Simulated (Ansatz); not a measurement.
Geometry optimisation, DFT PBE, scalar-relativistic, plane waves, PAW (Ansatz 0.2.0).

Input file:

```yaml
crystal:
  lattice:
    - [6.606612, 0.0, 0.0]
    - [0.0, 6.210269, 0.0]
    - [0.0, 0.0, 22.601271]
  atoms:
    - { symbol: Ca, position: [0.66094722, 0.5, 0.2159072] }
    - { symbol: Ca, position: [0.1609472, 0.5, 0.12573261] }
    - { symbol: Ca, position: [0.67810564, 0.5, 0.0442453] }
    - { symbol: Ca, position: [1.00000004, 0.0, 0.21301144] }
    - { symbol: Ca, position: [0.50000002, 0.0, 0.12862837] }
    - { symbol: Mg, position: [0.0, 0.0, 0.0442453] }
    - { symbol: Ca, position: [0.1609472, 0.5, 0.46905642] }
    - { symbol: Ca, position: [0.66094722, 0.5, 0.37888183] }
    - { symbol: Ca, position: [0.17810562, 0.5, 0.29739452] }
    - { symbol: Ca, position: [0.50000002, 0.0, 0.46616066] }
    - { symbol: Ca, position: [1.00000004, 0.0, 0.38177759] }
    - { symbol: Mg, position: [0.50000002, 0.0, 0.29739452] }
    - { symbol: S, position: [0.38698242, 0.5, 0.57745741] }
basis:
  ecutwfc: 420.0
kpoints:
  mp_grid: { grid: [3, 3, 1] }
hamiltonian:
  xc: pbe
scf:
  occupations: { method: gaussian, width: 0.05 }
  lower_state_search: "off"
relax:
  f_tol: 0.03
  max_steps: 60
  adjacent_minimum: "off"
  constraints: [{ sites: [2, 5] }]
```

Run as:

```bash
$ ansatz run input.yaml --threads 4 --pin off --max-ram 10240MiB --backend cpu --events-out ev --progress --plain --runs-dir out
```

Q: Where does it end, and by what steps?

A: The run converged. Limits of this set-up: coarse k mesh, slab without dipole correction. After 14 steps the energy has fallen by 2.886 eV; S13 moved furthest, 2.20 Å. Joined: Ca8–S13 (4.84 → 2.71 Å), Ca10–S13 (4.07 → 3.16 Å).

```json
{"step": "0", "energy less start (eV)": "0.0000", "largest force component (eV/Å)": "2.409", "accepted": "yes"}
{"step": "1", "energy less start (eV)": "-0.6351", "largest force component (eV/Å)": "2.028", "accepted": "yes"}
{"step": "2", "energy less start (eV)": "-1.1035", "largest force component (eV/Å)": "1.038", "accepted": "yes"}
{"step": "3", "energy less start (eV)": "-1.4667", "largest force component (eV/Å)": "0.979", "accepted": "yes"}
{"step": "4", "energy less start (eV)": "-1.7829", "largest force component (eV/Å)": "0.952", "accepted": "yes"}
{"step": "5", "energy less start (eV)": "-2.0552", "largest force component (eV/Å)": "0.894", "accepted": "yes"}
{"step": "6", "energy less start (eV)": "-2.2946", "largest force component (eV/Å)": "0.849", "accepted": "yes"}
{"step": "7", "energy less start (eV)": "-2.5110", "largest force component (eV/Å)": "0.770", "accepted": "yes"}
{"step": "8", "energy less start (eV)": "-2.6884", "largest force component (eV/Å)": "0.519", "accepted": "yes"}
{"step": "9", "energy less start (eV)": "-2.7737", "largest force component (eV/Å)": "0.205", "accepted": "yes"}
{"step": "10", "energy less start (eV)": "-2.8267", "largest force component (eV/Å)": "0.111", "accepted": "yes"}
{"step": "11", "energy less start (eV)": "-2.8615", "largest force component (eV/Å)": "0.138", "accepted": "yes"}
{"step": "12", "energy less start (eV)": "-2.8831", "largest force component (eV/Å)": "0.045", "accepted": "yes"}
{"step": "13", "energy less start (eV)": "-2.8856", "largest force component (eV/Å)": "0.034", "accepted": "yes"}
{"step": "14", "energy less start (eV)": "-2.8860", "largest force component (eV/Å)": "0.005", "accepted": "yes"}
```

```xyz
13
Lattice="6.6066 0.0000 0.0000 0.0000 6.2103 0.0000 0.0000 0.0000 22.6013" Properties=species:S:1:pos:R:3
Ca 4.297 3.105 4.689
Ca 1.028 3.105 2.556
Ca 4.480 3.105 1.000
Ca 6.536 0.000 4.414
Ca 3.274 0.000 2.723
Mg 0.000 0.000 1.000
Ca 0.668 3.105 10.464
Ca 4.111 3.105 8.402
Ca 1.022 3.105 6.426
Ca 3.294 0.000 10.410
Ca 6.518 0.000 8.150
Mg 3.223 0.000 6.525
S 3.278 3.105 10.976
```

Whether the end is a true minimum wasn't checked by a vibrational analysis.

Run time: 67 s on 4 threads of Intel(R) Xeon(R) Platinum 8488C (Sapphire Rapids), on a shared host, peak memory 1.7 GiB.
